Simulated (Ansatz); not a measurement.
# Iridium, hcp under m-r²SCAN: ground state and equation of state

Aim: take iridium in the hcp structure, relax it, solve it on a dense k-mesh, then scale the cell to 7 volumes from 88 to 112 % of the relaxed one and try a fit of the equation of state. The start is ferromagnetic. The k-meshes are 13×13×7 for the relaxation; 22×22×12 for the dense run; 22×22×12 for the volumes.

This is Ir in the hcp structure; at room conditions it is fcc.

Computed with Ansatz 0.2.0 (DFT m-r2SCAN, plane waves (500 eV) with PAW, scalar-relativistic; PAW files made under PBE, frozen cores solved again for the functional; m-r²SCAN is r²SCAN on the gauge-invariant kinetic-energy density, unless a step says otherwise).

### Step 1. Starting point

The structure is hexagonal, space group P6_3/mmc (No. 194). The conventional cell has a = 2.715 Å, b = 2.715 Å, c = 4.433 Å, α = 90.00°, β = 90.00°, γ = 120.00°. Around Ir (site symmetry -6m2) lie 12 Ir at 2.71 Å.

Structure file:

```cif
data_structure
_symmetry_space_group_name_H-M 'P 1'
_symmetry_Int_Tables_number 1
_cell_length_a 2.7149
_cell_length_b 2.7149
_cell_length_c 4.4334
_cell_angle_alpha 90.000
_cell_angle_beta 90.000
_cell_angle_gamma 120.000
_cell_volume 28.30
loop_
_atom_site_label
_atom_site_type_symbol
_atom_site_fract_x
_atom_site_fract_y
_atom_site_fract_z
_atom_site_occupancy
Ir1 Ir 0.33333 0.66667 0.25000 1
Ir2 Ir 0.66667 0.33333 0.75000 1
```

Starting moments (μB): +1 ×2.

### Step 2. Relaxation of the cell

File input.yaml:

```yaml
crystal:
  lattice:
    - [2.7148619862, 0.0, 0.0]
    - [-1.3574309931, 2.3511394478, 0.0]
    - [0.0, 0.0, 4.4333696235]
  atoms:
    - { symbol: Ir, position: [0.3333333333, 0.6666666667, 0.25], spin: 1.0 }
    - { symbol: Ir, position: [0.6666666667, 0.3333333333, 0.75], spin: 1.0 }
hamiltonian:
  xc: mr2scan
  pseudopotentials:
    kind: paw
    azcp:
      Ir: "pseudopotentials/Ir.paw.azcp"
basis:
  ecutwfc: 500
  fft_grid_basis: typed
kpoints:
  mp_grid: { grid: [13, 13, 7], shift: [0, 0, 0] }
magnetization:
  spin_polarized: true
scf:
  occupations: { method: fermi_dirac, width: 0.05 }
relax:
  max_steps: 60
  f_tol: 0.01
  cell: {}
output:
  write_density: true
  write_potential: true
  elf: true
  volumetric_format: npy
```

After this run come: The energy on a finer k-mesh; At 88 % of the relaxed volume; At 92 % of the relaxed volume; At 96 % of the relaxed volume; At 100 % of the relaxed volume; At 104 % of the relaxed volume; At 108 % of the relaxed volume; At 112 % of the relaxed volume.

What does the calculation give? Wanted: space group; conventional cell; volume; shortest distance; gap on the mesh; magnetic state; relative to fcc; V₀, B₀, B₀′.

The runs gave:

```
                      quantity                                   value
space group (spins left aside)                      P6_3/mmc (No. 194)
             conventional cell  a = 2.727 Å, c = 4.431 Å (c/a = 1.625)
                        volume                          14.269 Å³/atom
             shortest distance                                 2.718 Å
               gap on the mesh            none (levels filled in part)
                magnetic state                            non-magnetic
               relative to fcc                            +94 meV/atom
                   V₀, B₀, B₀′            14.260 Å³/atom, 373 GPa, 5.1
```

What this shows: The relaxation enlarged the cell by 0.8 % in volume. It lies 94 meV/atom above the element's reference form at the same level (fcc, from a run of its own). The starting moments do not survive. No gap shows: it is a metal or semimetal at this level. The fitted modulus is 373 GPa, among the stiffest elements; letting shape and positions relax at each volume could only lower it. The symmetry was held, so the structure may be unstable against distortions that break it.
